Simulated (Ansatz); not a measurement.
I need a relaxation of cell and ions of BaTiO₃, space group Pm-3m. Use the Python package of Ansatz (0.2.0). Use: PBE, PAW, the default cutoff (420 eV here), 4×4×4 k-points, fixed occupations.

```
CELL_PARAMETERS angstrom
4.00600 0.00000 0.00000
0.00000 4.00600 0.00000
0.00000 0.00000 4.00600
ATOMIC_POSITIONS crystal
Ba 0.50000 0.50000 0.50000
Ti 0.00000 0.00000 0.00000
O 0.50000 0.00000 0.00000
O 0.00000 0.50000 0.00000
O 0.00000 0.00000 0.50000
```

Script `vcrelax_batio3.py`:
```python
"""Variable-cell relaxation of BaTiO3."""

from dataclasses import dataclass
import warnings

import ansatz as az
import matplotlib.pyplot as plt
import numpy as np
from pymatgen.core import Structure


@dataclass(frozen=True)
class Settings:
    xc: str = "pbe"
    mesh: tuple[int, ...] = (4, 4, 4)
    occupations: str = "Fixed"
    tolerance: float = 1e-10
    force_tol: float = 0.01


settings = Settings()

def edges_and_angles(cell):
    cell = np.asarray(cell)
    a, b, c = np.linalg.norm(cell, axis=1)
    cosines = cell[1] @ cell[2] / (b * c), cell[0] @ cell[2] / (a * c), cell[0] @ cell[1] / (a * b)
    return (a, b, c, *np.degrees(np.arccos(cosines)))

warnings.simplefilter("ignore", az.DeckWarning)

xtal = (
    az.Lattice.from_parameters(4.006, 4.006, 4.006, alpha=90.0, beta=90.0, gamma=90.0)
    .atom("Ba", [0.5, 0.5, 0.5])
    .atom("Ti", [0.0, 0.0, 0.0])
    .atom("O", [0.5, 0.0, 0.0])
    .atom("O", [0.0, 0.5, 0.0])
    .atom("O", [0.0, 0.0, 0.5])
)

# only the volume may change
base = (
    xtal.calculation()
    .functional(settings.xc)
    .kpoints(*settings.mesh, center="gamma")
    .occupations(settings.occupations)
    .scf(tolerance=settings.tolerance)
    .relax(force_tolerance=settings.force_tol, max_steps=60, fix_cell=["shape"])
)
steps = []


def collect(event):
    if event["event"] == "relax_step":
        steps.append(event["data"])


done = base.session().plan().execute(on_event=collect)
rep = done.report
for s in steps:
    flag = "" if s["accepted"] else "  (rejected)"
    print("step %2d  E = %.5f eV  largest force component = %.4f eV/A%s" % (s["step"], s["lagrangian_ev"], s["allowed_force_max_ev_ang"], flag))

first, last = steps[0], steps[-1]
symbols = [site.symbol for site in done.lattice.sites]
print(f"energy gained {first['lagrangian_ev'] - last['lagrangian_ev']:.4f} eV in {len(steps) - 1} steps")
for label, vectors in (("before", first["cell_ang"]), ("after", done.lattice.cell_ang)):
    print(label, "a b c (A) {:.4f} {:.4f} {:.4f}  angles {:.2f} {:.2f} {:.2f}".format(*edges_and_angles(vectors)), f" V = {abs(np.linalg.det(vectors)):.3f} A^3")
print("final stress xx yy zz (GPa, compression positive):", np.round(np.diag(rep["stress_gpa"]), 3) + 0.0)

fig, (top, bottom) = plt.subplots(2, 1, sharex=True, figsize=(4.5, 4))
top.plot([s["lagrangian_ev"] - last["lagrangian_ev"] for s in steps], "o-")
top.set_ylabel("E - E(final) (eV)")
bottom.semilogy([max(s["allowed_force_max_ev_ang"], 1e-6) for s in steps], "s-")
bottom.set(xlabel="step", ylabel="largest force (eV/A)")
fig.tight_layout()
fig.savefig("relax.png", dpi=100)

print("atom   start x y z (A)              end x y z (A)")
for symbol, a, b in zip(symbols, first["positions_ang"], last["positions_ang"]):
    print(f"{symbol:3s}", " ".join(f"{v:8.4f}" for v in a), "  ", " ".join(f"{v:8.4f}" for v in b))

print("relaxed fractional positions")
for site in done.lattice.sites:
    print(f"  {site.symbol:2s}", " ".join(f"{v % 1:8.5f}" for v in np.round(site.position_frac, 5)))

print("%-22s %14.5f eV" % ("F = E - TS", rep["free_energy_ev"]))
print("%-22s %14.5f eV" % ("E", rep["internal_energy_ev"]))
print("%-22s %14.5f eV" % ("Harris-Foulkes", rep["harris_foulkes_ev"]))
print("%-22s %14.5f eV" % ("Fermi level", rep["fermi_energy_ev"]))

final = Structure(done.lattice.cell_ang, [s.symbol for s in done.lattice.sites], [s.position_frac for s in done.lattice.sites])
print(final)
```

```console
$ python vcrelax_batio3.py
step  1  E = -10159.54652 eV  largest force component = 0.0000 eV/A
step  2  E = -10159.54750 eV  largest force component = 0.0000 eV/A
step  3  E = -10159.54768 eV  largest force component = 0.0000 eV/A
step  4  E = -10159.54942 eV  largest force component = 0.0000 eV/A
step  5  E = -10159.54935 eV  largest force component = 0.0000 eV/A
step  6  E = -10159.54935 eV  largest force component = 0.0000 eV/A
energy gained 0.0028 eV in 5 steps
before a b c (A) 4.0060 4.0060 4.0060  angles 90.00 90.00 90.00  V = 64.288 A^3
after a b c (A) 4.0196 4.0196 4.0196  angles 90.00 90.00 90.00  V = 64.943 A^3
final stress xx yy zz (GPa, compression positive): [0.002 0.002 0.002]
atom   start x y z (A)              end x y z (A)
Ba    2.0030   2.0030   2.0030      2.0098   2.0098   2.0098
Ti    0.0000   0.0000   0.0000     -0.0000  -0.0000   0.0000
O     2.0030   0.0000   0.0000      2.0098   0.0000   0.0000
O     0.0000   2.0030   0.0000      0.0000   2.0098  -0.0000
O     0.0000   0.0000   2.0030      0.0000   0.0000   2.0098
relaxed fractional positions
  Ba  0.50000  0.50000  0.50000
  Ti  0.00000  0.00000  0.00000
  O   0.50000  0.00000  0.00000
  O   0.00000  0.50000  0.00000
  O   0.00000  0.00000  0.50000
F = E - TS               -10159.54935 eV
E                        -10159.54935 eV
Harris-Foulkes           -10159.54935 eV
Fermi level                  10.12849 eV
Full Formula (Ba1 Ti1 O3)
Reduced Formula: BaTiO3
abc   :   4.019556   4.019556   4.019556
angles:  90.000000  90.000000  90.000000
pbc   :       True       True       True
Sites (5)
  #  SP       a     b     c
---  ----  ----  ----  ----
  0  Ba     0.5   0.5   0.5
  1  Ti    -0    -0     0
  2  O      0.5   0    -0
  3  O      0     0.5   0
  4  O      0     0     0.5
```

Reading the output:
- Total energies depend on the potentials; only differences at equal settings carry meaning. A total without «per atom» is that of the cell as typed.
- Spin is left out of this run.
- Forces vanish by symmetry, so the ions can't move, and the end may be a saddle.
- The Fermi level of a run with fixed occupations marks the highest occupied state on its mesh, not mid-gap.
- The zero of the levels is a convention of the potentials, so an absolute Fermi energy is no work function.
- Energies along a relaxation are free energies. Rows at an unchanged volume are solved on a plane-wave basis chosen afresh for that cell, so the energy jumps there and such rows are no steps of the walk.
- This is a high-temperature or high-pressure form, not the ambient phase.
- The structure is a deposited one; some such entries were measured under pressure or heat, so a shift against it needn't be the functional's error alone.
- It ran for 9.5 s on 1 thread of Intel(R) Xeon(R) Processor @ 2.30GHz (shared host), peak memory 0.57 GiB.
